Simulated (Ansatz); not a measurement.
# ClFGeH₄Si: a ladder of functionals and wavefunction methods

One table from this session's results is given with a row withheld; the runs are named, their logs left out.

Program: Ansatz 0.2.0, Gaussian basis. Level of theory: functionals in def2-TZVPP, the program's frozen cores in correlated methods. These are calculated values, not measurements.

Levels to be run: LDA (SPW92), PBE-D4, revPBE-D4, BLYP-D4, r2SCAN-D4, B97M-V, PBE0-D4, B3LYP-D4, r2SCANh-D4, r2SCAN0-D4, HSE06-D4, BHLYP-D4, CAM-B3LYP-D4, LC-ωPBE, ωB97X-V, ωB97M-V, B2PLYP, PBE-QIDH; CCSD(T)/def2-SVP; CCSD(T)/def2-TZVPP; MP2/def2-QZVPP; extrapolation to the limit; RPA on PBE.

## The relaxed structure

The geometry comes from an earlier relaxation with PBE0-D4 in a triple-zeta def2 set; it is a stationary point, not always the lowest conformer.

8 atoms, charge 0, spin multiplicity 1.

Atoms are counted from 1 here; the program's logs count them from 0.

Bond lengths: F1–Ge2 1.748 Å, Ge2–Si3 2.389 Å, Ge2–H5 1.537 Å, Ge2–H6 1.540 Å, Si3–Cl4 2.055 Å, Si3–H7 1.485 Å, Si3–H8 1.482 Å. Angles: F1–Ge2–Si3 106.4°, F1–Ge2–H5 105.9°, F1–Ge2–H6 105.7°, Si3–Ge2–H5 113.7°, Si3–Ge2–H6 113.4°, H5–Ge2–H6 111.0°, Ge2–Si3–Cl4 109.2°, Ge2–Si3–H7 109.9°, Ge2–Si3–H8 110.7°, Cl4–Si3–H7 108.4°, Cl4–Si3–H8 108.8°, H7–Si3–H8 109.9°.

The first run:

in.yaml

```yaml
crystal:
  periodic: [false, false, false]
  atoms:
    - {symbol: F, position_ang: [-1.934116, 1.246436, 0.202887]}
    - {symbol: Ge, position_ang: [-0.195540, 1.170337, 0.040739]}
    - {symbol: Si, position_ang: [0.382167, -1.147285, 0.064483]}
    - {symbol: Cl, position_ang: [-0.258966, -2.023131, -1.680182]}
    - {symbol: H, position_ang: [0.135771, 1.877217, -1.283316]}
    - {symbol: H, position_ang: [0.368630, 1.953135, 1.240617]}
    - {symbol: H, position_ang: [1.856484, -1.298580, 0.150938]}
    - {symbol: H, position_ang: [-0.262431, -1.835230, 1.208135]}
basis:
  gaussian: {orbitals: def2-TZVPP}
hamiltonian: {xc: lda}
output: {orbitals: {seedname: orbitals}}
```

Among the steps run: LDA; PBE-D4 (GGA); revPBE-D4 (GGA); BLYP-D4 (GGA); r2SCAN-D4 (meta-GGA); B97M-V (meta-GGA); PBE0-D4 (hybrid); B3LYP-D4 (hybrid); r2SCANh-D4 (hybrid); r2SCAN0-D4 (hybrid); HSE06-D4 (hybrid); BHLYP-D4 (hybrid); CAM-B3LYP-D4 (range-separated); LC-ωPBE (range-separated); ωB97X-V (range-separated); ωB97M-V (range-separated); B2PLYP (double hybrid); PBE-QIDH (double hybrid).

One table of the session follows, with a row left open; its other results are not shown here.

It belongs to the step «Frontier levels by functional». 

```
  functional  HOMO (eV)  gap (eV)
 LDA (SPW92)      -7.19      5.14
      PBE-D4      -7.09      5.30
   revPBE-D4      -7.05      5.38
     BLYP-D4      -6.97      5.33
   r2SCAN-D4      -7.41      5.87
      B97M-V      -7.53      5.88
     PBE0-D4      -8.32      7.38
    B3LYP-D4      -8.12      6.98
  r2SCANh-D4          ?         ?
  r2SCAN0-D4      -8.52      7.72
    HSE06-D4      -7.93      6.61
    BHLYP-D4      -9.45      9.42
CAM-B3LYP-D4      -9.61      9.72
     LC-ωPBE     -10.90     12.18
     ωB97X-V     -10.58     11.72
     ωB97M-V     -10.37     11.29
```

Q: Estimate the row for r2SCANh-D4 from the others.

Worked estimate for «HOMO (eV)». Against the share of exact exchange, r2SCAN-D4 (0, -7.41), r2SCAN0-D4 (0.25, -8.52) give a slope of -4.44 per unit share; at 0.1 the line stands at -7.85.

**Answer.** HOMO (eV): -7.85; gap (eV): 6.61. In «HOMO (eV)» the line misses by 0.00.
